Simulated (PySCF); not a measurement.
# F3O2Os (Os(O)2(F)3+): the cost of one run

Method: r2SCAN, Os def2-SVP with ECP60, O def2-SVP, F def2-SVP; scalar-relativistic core potentials, no spin–orbit coupling; program: PySCF 2.14.0.

3 further runs of the same task are left out: 2 for a known fault of the program, 1 set aside as unsound or not needed.

## (1) The system as given

6 atoms, charge 1, spin multiplicity 1.

Bond lengths: Os1–O2 1.672 Å, Os1–O3 1.672 Å, Os1–F4 1.828 Å, Os1–F5 1.839 Å, Os1–F6 1.828 Å. Angles: O2–Os1–O3 108.2°, O2–Os1–F4 95.0°, O2–Os1–F5 125.8°, O2–Os1–F6 95.0°, O3–Os1–F4 95.3°, O3–Os1–F5 126.0°, O3–Os1–F6 95.3°, F4–Os1–F5 81.2°, F4–Os1–F6 162.4°, F5–Os1–F6 81.2°.

Geometry (Å):

```xyz
6

Os    0.0580    0.0000    0.0458
O     0.2044    0.0000    1.7114
O     1.5939    0.0000   -0.6145
F    -0.1851    1.8062   -0.0925
F    -1.5220    0.0000   -0.8951
F    -0.1851   -1.8062   -0.0925
```

Formal oxidation states: Os +8. An earlier session relaxed this geometry at r2SCAN, Os def2-SVP with ECP60, O def2-SVP, F def2-SVP (singlet, point group C2v).

Its energy there is -539.805468 Eh.

## (2) Multiplicity 3 at the relaxed geometry

The input, run.py (the lines that set the calculation):

```python
mol = gto.M(atom='''
Os     0.05795     0.00000     0.04581
O      0.20441     0.00000     1.71145
O      1.59387     0.00000    -0.61454
F     -0.18509     1.80618    -0.09246
F     -1.52205     0.00000    -0.89509
F     -0.18509    -1.80618    -0.09246''',
    basis={'Os': 'def2-SVP', 'O': 'def2-SVP', 'F': 'def2-SVP'},
    ecp={'Os': 'def2-SVP'},
    charge=1, spin=2)
mf = dft.UKS(mol, xc='R2SCAN')
mf.grids.atom_grid = (50, 194)
mf = mf.density_fit()  # fitting sets: Os def2-universal-JKFIT, O def2-universal-JKFIT, F def2-universal-JKFIT
mf.conv_tol = 1e-08; mf.max_cycle = 55
mf.kernel(dm0)  # dm0: free metal ions and neutral atoms
```

Launch:

```
$ OMP_NUM_THREADS=2 python run.py
```

**Question.** How long does this run take on 2 threads of Arm Neoverse V2, shared host?

About 11 s.
